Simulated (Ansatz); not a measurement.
This script makes an atomisation energy of C2H4AlBr, SMILES C=[CH][AlH][Br] with Ansatz 0.2.0, Python API.

`tae_c2h4albr.py`
```python
"""Atomisation energy of C2H4AlBr at the given geometry."""

from collections import Counter

import ansatz as az
from ase import Atoms

params = {
    "basis_set": "def2-TZVP",
    "level": "mp2",
}


def single_point(molecule, charge=0, unpaired=0):
    calc = (
        molecule.calculation()
        .basis(gaussian=params["basis_set"])
        .correlation(params["level"])
    )
    if charge:
        calc = calc.charge(charge)
    if unpaired:
        calc = calc.spin("collinear", total=unpaired)
    return calc.run(threads=1).report["free_energy_ev"]

atoms = Atoms(["C", "C", "Al", "Br", "H", "H", "H", "H"], positions=[
    (-1.3875, 0.3558, -0.0003),
    (-0.4465, -0.5052, 0.3866),
    (1.4532, -0.2404, -0.0822),
    (2.1117, 1.6458, -1.3642),
    (-1.1362, 1.2333, -0.5879),
    (-2.4239, 0.1848, 0.272),
    (-0.7183, -1.3765, 0.9736),
    (2.5475, -1.2975, 0.4025),
])
c2h4albr = az.Crystal.molecule_from_ase(atoms)

# Hund ground states
unpaired = {"C": 2, "Al": 1, "Br": 1, "H": 1}
counts = Counter(site.symbol for site in c2h4albr.cartesian_sites)
atom_energy = {s: single_point(az.Crystal.molecule().atom(s, (0, 0, 0)), 0, unpaired[s]) for s in counts}
whole = single_point(c2h4albr, 0, 0)
for s, e in atom_energy.items():
    print(f"{s:2s} x{counts[s]}  {e:14.5f} eV")
print(f"C2H4AlBr: {whole:.5f} eV")
split = sum(counts[s] * e for s, e in atom_energy.items()) - whole
print(f"atomisation energy (no zero-point term): {96.485332 * split:.1f} kJ/mol, {split / sum(counts.values()):.3f} eV an atom")
```

What does it cost to take this molecule apart into atoms?

2809.3 kJ/mol from the electronic energies, without the zero-point term.

What the script printed:

Running `python tae_c2h4albr.py` prints:
```text
C  x2     -1027.46354 eV
Al x1     -6582.68836 eV
Br x1    -70005.19084 eV
H  x4       -13.60052 eV
C2H4AlBr: -78726.32458 eV
atomisation energy (no zero-point term): 2809.3 kJ/mol, 3.640 eV an atom
```

Notes:
- Total energies depend on the basis set; only differences at equal settings carry meaning.
- The geometry is a force-field or estimated start, not a minimum of this method, and the basis set is short of its limit. All parts are taken at fixed geometry, without zero-point energy.
- The spin-orbit lowering of heavy atoms is left out.
- Hardware and time: 8.2 s on 1 thread of Arm Neoverse V1, with other jobs on the host, peak memory 0.4 GiB.
